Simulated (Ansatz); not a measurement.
# CH₈SSi₂: a ladder of functionals and wavefunction methods

How much do the methods differ for CH₈SSi₂? The plan is to run it at one geometry with functionals of several rungs and with coupled cluster, and see how far each lands from CCSD(T) at the basis-set limit for the atomisation energy.

The runs use Ansatz 0.2.0, Gaussian basis; functionals in def2-TZVPP, the program's frozen cores in correlated methods.

Levels to be run: PBE-D4, r2SCAN-D4, PBE0-D4, B3LYP-D4, ωB97X-V, ωB97M-V, B2PLYP; CCSD(T)/def2-TZVPP; MP2/def2-QZVPP; extrapolation to the limit.

### Step 1. Structure used throughout

All runs share one geometry, relaxed beforehand with PBE0-D4 in a triple-zeta def2 set.

SMILES `CS[SiH2][SiH3]`, 12 atoms, charge 0, spin multiplicity 1.

Atoms are counted from 1 here; the program's logs count them from 0.

Bond lengths: C1–S2 1.816 Å, C1–H5 1.090 Å, C1–H6 1.090 Å, C1–H7 1.090 Å, S2–Si3 2.128 Å, Si3–Si4 2.338 Å, Si3–H8 1.491 Å, Si3–H9 1.491 Å, Si4–H10 1.486 Å, Si4–H11 1.486 Å, Si4–H12 1.488 Å. Angles: S2–C1–H5 111.0°, S2–C1–H6 111.0°, S2–C1–H7 106.8°, H5–C1–H6 110.0°, H5–C1–H7 109.0°, H6–C1–H7 109.0°, C1–S2–Si3 100.1°, S2–Si3–Si4 107.2°, S2–Si3–H8 110.5°, S2–Si3–H9 110.5°, Si4–Si3–H8 110.8°, Si4–Si3–H9 110.8°, H8–Si3–H9 107.0°, Si3–Si4–H10 110.2°, Si3–Si4–H11 110.2°, Si3–Si4–H12 109.4°, H10–Si4–H11 109.1°, H10–Si4–H12 108.9° and more.

### Step 2. PBE-D4 (GGA)

Contents of in.yaml:

```yaml
crystal:
  periodic: [false, false, false]
  atoms:
    - {symbol: C, position_ang: [0.139182, 2.558464, 0.180055]}
    - {symbol: S, position_ang: [1.063327, 0.995736, 0.221743]}
    - {symbol: Si, position_ang: [-0.523753, -0.385135, -0.101147]}
    - {symbol: Si, position_ang: [0.412185, -2.528030, -0.090241]}
    - {symbol: H, position_ang: [-0.605282, 2.592558, 0.975317]}
    - {symbol: H, position_ang: [-0.341962, 2.701272, -0.787390]}
    - {symbol: H, position_ang: [0.863160, 3.357761, 0.337478]}
    - {symbol: H, position_ang: [-1.557218, -0.252146, 0.965861]}
    - {symbol: H, position_ang: [-1.201028, -0.108402, -1.400742]}
    - {symbol: H, position_ang: [1.429443, -2.649930, -1.167246]}
    - {symbol: H, position_ang: [1.056166, -2.800769, 1.221440]}
    - {symbol: H, position_ang: [-0.657120, -3.536679, -0.321026]}
basis:
  gaussian: {orbitals: def2-TZVPP}
hamiltonian: {xc: pbe, dispersion: d4}
output: {forces: true, orbitals: {seedname: orbitals}}
```

Run with:

```
$ ansatz run in.yaml --threads 4 --pin off --events-out ev --progress --plain --max-ram 10444MiB
```

Further steps of the session: r2SCAN-D4 (meta-GGA); PBE0-D4 (hybrid); B3LYP-D4 (hybrid); ωB97X-V (range-separated); ωB97M-V (range-separated); B2PLYP (double hybrid); CCSD(T) in def2-TZVPP; MP2 in def2-QZVPP.

**Question.** What will the summary of the whole plan be? Wanted: atomisation energy, CCSD(T)/CBS; farthest; mean size of error, hybrid; mean size of error, range-separated; gap, smallest and largest; T1 diagnostic; triples share of the correlation energy.

**Answer**, as computed:

```
                               quantity                                 value
        atomisation energy, CCSD(T)/CBS                         3810.4 kJ/mol
 functionals within 19.1 kJ/mol (0.5 %)  PBE-D4, r2SCAN-D4, B3LYP-D4, ωB97M-V
                               farthest                 B2PLYP (-63.8 kJ/mol)
             mean size of error, hybrid                           16.0 kJ/mol
    mean size of error, range-separated                           15.2 kJ/mol
              gap, smallest and largest  4.72 eV (PBE-D4), 11.19 eV (ωB97X-V)
                          T1 diagnostic                                0.0117
triples share of the correlation energy                                 3.9 %
```

In words: PBE-D4 misses by -6.2 kJ/mol. Double hybrids carry the basis error of their MP2 part in triple zeta, and no dispersion term here, so their miss is partly the set-up's. Misses under about 19.1 kJ/mol are within the doubt on the reference itself, which lacks core-valence correlation, relativity and higher excitations. Hartree-Fock recovers 75 % of the binding; the rest is correlation. The gap grows from 4.7 to 11.2 eV across the functionals, mostly with the share of exact exchange.
